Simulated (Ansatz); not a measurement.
**GaP₂H (quintet): wave-function methods side by side, cc-pVDZ**

Aim: climb from Hartree-Fock through coupled cluster for GaP₂H (quintet) at one geometry and basis, and see what each rung misses.

Method: cc-pVDZ, core rule «outside noble gas», up to 24 orbitals frozen; program: Ansatz 0.2.0, Gaussian basis.

Plan: UHF; CCSD(T) on ROHF; CCSD(T) on UHF; BCCD(T) on ROHF; CISD; CCSDT(Q) on ROHF; CCSDT(Q) on UHF.

38 further runs of the same task are left out: 10 for a known fault of the program, 15 that didn't finish, 13 set aside as unsound or not needed.

## Step 1: The system

The geometry is a PBE0/def2-TZVP stationary point (not a proven minimum) of the parent state, kept for this charge and spin. No spin-orbit coupling is included. The filled d shell of Ga may be among the frozen orbitals whatever the setting's name suggests; the logs give the count.

4 atoms, charge 0, spin multiplicity 5.

Atoms are counted from 1 here; the program's logs count them from 0.

Bond lengths: Ga1–P2 2.388 Å, Ga1–H4 1.620 Å, P2–P3 1.988 Å. Angles: P2–Ga1–H4 117.9°, Ga1–P2–P3 87.6°.

Coordinates:

```xyz
4
GaHP2
Ga    0.00000   -0.17904    1.16669
P     0.00000    1.06097   -0.87415
P     0.00000   -0.67913   -1.83533
H     0.00000    0.65106    2.55746
```

## Step 2: UHF

Contents of in.yaml:

```yaml
crystal:
  periodic: [false, false, false]
  atoms:
    - {symbol: Ga, position_ang: [0.000000, -0.179040, 1.166689]}
    - {symbol: P, position_ang: [0.000000, 1.060966, -0.874147]}
    - {symbol: P, position_ang: [0.000000, -0.679126, -1.835334]}
    - {symbol: H, position_ang: [0.000000, 0.651058, 2.557459]}
basis:
  gaussian: {orbitals: cc-pVDZ}
magnetization: {spin_polarized: true, initial_magnetization: 4}
hamiltonian: {xc: hf}
output: {orbitals: {seedname: orbitals}}
```

Run with:

```bash
$ ansatz run in.yaml --threads 1 --pin off --events-out ev --progress --plain --max-ram 2393MiB
```

After this run come: CCSD(T) on ROHF; CCSD(T) on UHF; BCCD(T) on ROHF; CISD; CCSDT(Q) on ROHF; CCSDT(Q) on UHF.

Before running them: what should the planned runs give, taken together? Wanted: UCCSDT(Q) below the RHF energy; RMP2 from UCCSDT(Q); UMP2 from UCCSDT(Q); RCCSD from UCCSDT(Q); RCCSD(T) from UCCSDT(Q); UCCSD(T) from UCCSDT(Q); RCCSDT(Q) from UCCSDT(Q); T1 diagnostic.

The runs gave:

| quantity | value |
| --- | --- |
| UCCSDT(Q) below the RHF energy | -7.6252 eV |
| RMP2 from UCCSDT(Q) | +32.99 kcal/mol |
| UMP2 from UCCSDT(Q) | +34.34 kcal/mol |
| RCCSD from UCCSDT(Q) | +7.41 kcal/mol |
| RCCSD(T) from UCCSDT(Q) | +1.58 kcal/mol |
| UCCSD(T) from UCCSDT(Q) | +1.47 kcal/mol |
| RCCSDT(Q) from UCCSDT(Q) | +0.15 kcal/mol |
| levels within 1 kcal/mol (43 meV) | RCCSDT, UCCSDT, RCCSDT(Q) |
| T1 diagnostic | 0.028 |

In words: RCCSD(T) misses by +1.58 kcal/mol, 0.9 % of the correlation energy. These misses are within one basis, not against nature; the frozen cores of restricted and unrestricted runs differ, which can shift their rows.
